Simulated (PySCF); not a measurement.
**One shape, several levels: In3H9 ((H2In-mu-H)3)**

We compute a comparison of 6 runs (HF/STO-3G, HF/3-21G, HF/def2-SVP, B3LYP/3-21G, PBE0/3-21G, MP2/3-21G) of In3H9 ((H2In-mu-H)3). Input form: a Python script.

Program for the calculation: PySCF 2.14.0.

## (1) The system as given

In3H9: 12 atoms, total charge 0, spin state singlet. The shape comes from GFN2-xTB, which is rough for such elements, and wasn't checked as a minimum.

Bond lengths: In1–In9 3.191 Å, In5–In9 3.175 Å, In1–H2 1.709 Å, In1–H3 1.704 Å, In1–H4 1.975 Å, H4–In5 1.922 Å, In5–H6 1.700 Å, In5–H7 1.706 Å, In5–H8 1.922 Å, In9–H10 1.707 Å, In9–H11 1.708 Å, In1–H12 1.922 Å. Some angles: In1–In9–In5 61.8°, In1–H4–In5 114.1°, In1–In9–H10 91.2°, In1–In9–H11 137.1°, In5–In9–H10 135.5°, In5–In9–H11 92.4°, In9–In1–H12 35.4°, H2–In1–In9 77.1°, H3–In1–In9 145.3°, H4–In1–In9 89.9°.

## (2) Energy and gradient at HF/STO-3G (run 1)

Contents of job.py:

```python
from pyscf import gto, scf

system = gto.Mole()
system.atom = '''
In     1.387928     2.492303    -2.105949
H      2.104701     0.365114    -4.428630
H      2.087845     5.635655    -2.124317
H     -2.290839     2.473992    -1.474478
In    -3.329527     0.203146     1.162106
H     -6.508009    -0.212613     0.946526
H     -1.758863     0.996925     3.863621
H     -1.596837    -2.617327    -0.333537
In     1.921681    -2.689647     0.929462
H      3.751106    -3.951417    -1.407563
H      1.671992    -3.670925     3.993350
H      2.558803     0.974796     0.979407
'''
system.basis = 'sto-3g'
system.max_memory = 1860
system.unit = 'bohr'
system.spin = 0
system.verbose = 3
system.build()

mf = scf.RHF(system)
mf.conv_tol = 1e-10
mf.kernel()
if not mf.converged:
    mf = mf.newton().run(mf.mo_coeff, mf.mo_occ)

energy = mf.e_tot
print('E = %.10f Eh' % energy)
grad = mf.nuc_grad_method().kernel()
mf.analyze()
```

Started as:

```bash
$ OMP_NUM_THREADS=1 python job.py
```

Log:

```text
converged SCF energy = -17053.8325598847
[... 11 lines left out ...]
MO #2   energy= -986.881387448725  occ= 2
[... 10 lines left out ...]
MO #13  energy= -138.028166215851  occ= 2
[... 10 lines left out ...]
MO #24  energy= -24.7203921934338  occ= 2
[... 10 lines left out ...]
MO #35  energy= -16.5873038683668  occ= 2
[... 10 lines left out ...]
MO #46  energy= -3.06173672087648  occ= 2
[... 10 lines left out ...]
MO #57  energy= -0.584235974386233 occ= 2
[... 10 lines left out ...]
MO #68  energy= -0.551948921797677 occ= 2
[... 10 lines left out ...]
MO #79  energy= 0.247939139682544  occ= 0
[... 10 lines left out ...]
MO #90  energy= 0.725332269110251  occ= 0
[... 13 lines left out ...]
Dipole moment(X, Y, Z, Debye): -0.23998,  0.14412, -0.26257
```

Run time: 38 s. Hardware: 1 thread of Intel Xeon at 2.70GHz, shared host; peak memory 0.18 GiB.

## (3) Energy and gradient at HF/3-21G (run 2)

Contents of job.py:

```python
import pyscf.grad
from pyscf import gto

molecule = gto.M(
    atom='''
In   0.734460   1.318870  -1.114420
H    1.113760   0.193210  -2.343530
H    1.104840   2.982260  -1.124140
H   -1.212260   1.309180  -0.780260
In  -1.761910   0.107500   0.614960
H   -3.443890  -0.112510   0.500880
H   -0.930750   0.527550   2.044540
H   -0.845010  -1.385030  -0.176500
In   1.016910  -1.423300   0.491850
H    1.985000  -2.091000  -0.744850
H    0.884780  -1.942570   2.113190
H    1.354060   0.515840   0.518280
''',
    spin=0,
    max_memory=1860,
    verbose=4,
    basis='3-21g',
)

mf = molecule.RHF()
mf.conv_tol = 1e-10
mf.kernel()
if not mf.converged:
    mf = mf.newton().run(mf.mo_coeff, mf.mo_occ)

energy = mf.e_tot
print('Final energy', energy)
grad = mf.Gradients().kernel()
mf.analyze()
```

Started as:

```bash
$ OMP_NUM_THREADS=1 python job.py
```

Log:

```text
PySCF version 2.14.0

[... 80 lines left out ...]
Two-electron Coulomb Energy =         8459.528503915560577
[... 15 lines left out ...]
MO #13  energy= -138.113818380279  occ= 2
[... 13 lines left out ...]
MO #27  energy= -25.1051773252114  occ= 2
[... 13 lines left out ...]
MO #41  energy= -17.5062488396994  occ= 2
[... 13 lines left out ...]
MO #55  energy= -1.12507955340396  occ= 2
[... 13 lines left out ...]
MO #69  energy= -1.10760736755456  occ= 2
[... 13 lines left out ...]
MO #83  energy= 0.130095002115679  occ= 0
[... 13 lines left out ...]
MO #97  energy= 0.352529738807966  occ= 0
[... 13 lines left out ...]
MO #111 energy= 1.48238943831771   occ= 0
[... 126 lines left out ...]
Dipole moment(X, Y, Z, Debye):  0.07018, -0.03119, -0.10550
```

Run time: 38 s. Hardware: 1 thread of Intel Xeon at 2.70GHz, shared host; peak memory 0.27 GiB.

## (4) Energy and gradient at HF/def2-SVP (core potential) (run 3)

Contents of calc.py:

```python
# (H2In-mu-H)3
import pyscf.grad
from pyscf import gto, scf

mol = gto.M(
    atom='''
In       0.734460       1.318870      -1.114420
H        1.113760       0.193210      -2.343530
H        1.104840       2.982260      -1.124140
H       -1.212260       1.309180      -0.780260
In      -1.761910       0.107500       0.614960
H       -3.443890      -0.112510       0.500880
H       -0.930750       0.527550       2.044540
H       -0.845010      -1.385030      -0.176500
In       1.016910      -1.423300       0.491850
H        1.985000      -2.091000      -0.744850
H        0.884780      -1.942570       2.113190
H        1.354060       0.515840       0.518280
''',
    verbose=4,
    ecp={'In': 'def2-svp'},
    spin=0,
    basis='def2-svp',
    charge=0,
    max_memory=1860,
)

myscf = scf.RHF(mol)
myscf.conv_tol = 1e-10
myscf.kernel()
if not myscf.converged:
    myscf = myscf.newton().run(myscf.mo_coeff, myscf.mo_occ)

e_tot = myscf.e_tot
print('E = %.10f Eh' % e_tot)
grad = myscf.Gradients().kernel()
myscf.analyze()
```

Started as:

```bash
$ OMP_NUM_THREADS=1 python calc.py
```

Log:

```text
PySCF version 2.14.0

[... 80 lines left out ...]
Total Energy =                        -572.738198373509022
[... 17 lines left out ...]
MO #11  energy= -3.65150180598416  occ= 2
[... 15 lines left out ...]
MO #27  energy= -1.03279668871488  occ= 2
[... 15 lines left out ...]
MO #43  energy= 0.138360637794912  occ= 0
[... 15 lines left out ...]
MO #59  energy= 0.408959717010482  occ= 0
[... 15 lines left out ...]
MO #75  energy= 0.751867289145769  occ= 0
[... 15 lines left out ...]
MO #91  energy= 1.78167218500443   occ= 0
[... 15 lines left out ...]
MO #107 energy= 2.1759788840116    occ= 0
[... 15 lines left out ...]
MO #123 energy= 61.6735335034752   occ= 0
[... 138 lines left out ...]
Dipole moment(X, Y, Z, Debye): -0.01223,  0.03664, -0.13144
```

Run time: 52 s. Hardware: 1 thread of Intel Xeon at 2.70GHz, shared host; peak memory 0.34 GiB.

Runs 4 to 5 aren't shown in full; the table further down has their settings and results.

## (5) Energy and gradient at MP2/3-21G (run 6)

Contents of job.py:

```python
import pyscf.grad
from pyscf import gto, scf, mp

mol = gto.Mole()
mol.atom = '''
In     0.734460     1.318870    -1.114420
H      1.113760     0.193210    -2.343530
H      1.104840     2.982260    -1.124140
H     -1.212260     1.309180    -0.780260
In    -1.761910     0.107500     0.614960
H     -3.443890    -0.112510     0.500880
H     -0.930750     0.527550     2.044540
H     -0.845010    -1.385030    -0.176500
In     1.016910    -1.423300     0.491850
H      1.985000    -2.091000    -0.744850
H      0.884780    -1.942570     2.113190
H      1.354060     0.515840     0.518280
'''
mol.verbose = 3
mol.max_memory = 1860
mol.basis = '3-21g'
mol.charge = 0
mol.spin = 0
mol.build()

mf = scf.RHF(mol)
mf.conv_tol = 1e-10
mf.kernel()
if not mf.converged:
    mf = mf.newton().run(mf.mo_coeff, mf.mo_occ)

pt = mp.MP2(mf, frozen=54).run()
energy = pt.e_tot
print('E = %.10f Eh' % energy)
grad = pt.Gradients().kernel()
mf.analyze()
```

Started as:

```bash
$ OMP_NUM_THREADS=1 python job.py
```

Log:

```text
converged SCF energy = -17149.286356672
[... 18 lines left out ...]
MO #7   energy= -138.119040168474  occ= 2
[... 12 lines left out ...]
MO #20  energy= -25.1123916357639  occ= 2
[... 12 lines left out ...]
MO #33  energy= -17.5112034171152  occ= 2
[... 12 lines left out ...]
MO #46  energy= -3.48878754370206  occ= 2
[... 12 lines left out ...]
MO #59  energy= -1.1178697977305   occ= 2
[... 12 lines left out ...]
MO #72  energy= -0.551036350605342 occ= 2
[... 12 lines left out ...]
MO #85  energy= 0.169252116411492  occ= 0
[... 12 lines left out ...]
MO #98  energy= 0.36514331384188   occ= 0
[... 12 lines left out ...]
MO #111 energy= 1.48238943831771   occ= 0
[... 13 lines left out ...]
Dipole moment(X, Y, Z, Debye):  0.07018, -0.03119, -0.10550
```

Run time: 58 s. Hardware: 1 thread of Intel Xeon at 2.70GHz, shared host; peak memory 1.4 GiB.

## (6) Overview of the runs

| run | level | core potential | integration grid | energy (Eh) | dipole moment (D) of the reference | HOMO energy (eV) | LUMO energy (eV) | wall time |
| --- | --- | --- | --- | --- | --- | --- | --- | --- |
| 1 | HF/STO-3G | – | – | -17053.832560 | 0.38 | -8.49 | 6.75 | 38 s |
| 2 | HF/3-21G | – | – | -17149.286357 | 0.13 | -10.87 | 1.60 | 38 s |
| 3 | HF/def2-SVP (core potential) | def2-svp | – | -572.738198 | 0.14 | -10.81 | 1.49 | 52 s |
| 4 | B3LYP/3-21G | – | 5 | -17157.001296 | 0.12 | -7.82 | -1.33 | 69 s |
| 5 | PBE0/3-21G | – | 5 | -17155.781927 | 0.12 | -8.03 | -1.14 | 84 s |
| 6 | MP2/3-21G | – | – | -17149.433871 | 0.13 | -10.87 | 1.60 | 58 s |

## (7) Results

```
                                           quantity            value
                                run 6: total energy  -17149.43387 Eh
        run 6: dipole moment (Hartree–Fock density)           0.13 D
         run 6: HOMO energy (Hartree–Fock orbitals)        -10.87 eV
         run 6: LUMO energy (Hartree–Fock orbitals)          1.60 eV
       run 6: HOMO–LUMO gap (Hartree–Fock orbitals)         12.47 eV
run 6: correlation energy (54 core orbitals frozen)       -147.5 mEh
                    run 6: largest force on an atom       0.938 eV/Å
```

In words: Over runs 1, 2, 3, 4, 5 the dipole moment (its size) runs from 0.12 D (PBE0/3-21G) to 0.38 D (HF/STO-3G). The two ends differ in method and basis. Over runs 1, 2, 3, 4, 5 the HOMO–LUMO gap runs from 6.50 eV (B3LYP/3-21G) to 15.24 eV (HF/STO-3G). Totals of different functionals can't be ranked against each other. Some runs of one species differ in core potentials or relativity; totals across that change don't compare. In run 1 the basis is minimal, so the values are rough. In runs 1, 2, 4, 5, 6 relativity is left out where basis or elements ask for it. All runs together took 5.7 min, the longest 84 s.
